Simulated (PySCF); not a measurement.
**A diatomic session: AgI**

One table from this session's results is given with a row withheld; the runs are named, their logs left out.

The runs use PySCF 2.14.0; Ag def2-TZVPP with ECP28, I def2-TZVPP with ECP28, scalar-relativistic core potentials.

The first run:

Settings of the job:

```yaml
atoms: Ag, I
charge: 0
basis: Ag def2-TZVPP with ECP28, I def2-TZVPP with ECP28
Hamiltonian: scalar-relativistic core potentials
basis_functions: 106
electrons_treated: 44
masses_in_u: 106.9051, 126.9045
levels: PBE0, PBE, r²SCAN, M06, M06-2X, MN15, r²SCAN0, ωB97M-V, HF, MP2, SCS-MP2, CCSD, CCSD(T)
grid: 80 radial by 434 angular points
occupations: held fixed by the projection of orbital angular momentum
dissociation_limit: Ag + I, each in its ground configuration
starting_distance_in_angstrom: 2.645
values_of_2S_to_try: 0, 2, 4
```

The run is started by

```sh
> OMP_NUM_THREADS=2 python dia.py task.json out
```

Steps of the session up to this table: Input; PBE0 along the bond; Excited determinants; PBE; r²SCAN; M06; M06-2X (hybrid meta-GGA); MN15; r²SCAN0 (hybrid meta-GGA); ωB97M-V (range-separated hybrid); RHF (mean field); Adding correlation.

One of the session's tables, all rows but one given; the rest of the session is left out.

Differences from the measured constants:

```
      level  Re (mÅ)  ωe (%)
        RHF     +126   -12.3
    RHF-MP2      -24    +2.9
RHF-SCS-MP2       +8    -1.2
   RHF-CCSD      +32    -4.1
RHF-CCSD(T)      +23    -3.6
        PBE      +20    -4.8
     r²SCAN       +4    -1.8
       PBE0      +19    -2.9
    r²SCAN0        ?       ?
        M06      +39    -2.6
       MN15       +4    -1.0
     M06-2X      +75    -7.5
    ωB97M-V      +24    -1.1
```

**Question.** Estimate the row for r²SCAN0.

As computed: Re (mÅ): +9; ωe (%): -1.4. In the column «Re (mÅ)» it lies between RHF-SCS-MP2 (+8) and PBE0 (+19).
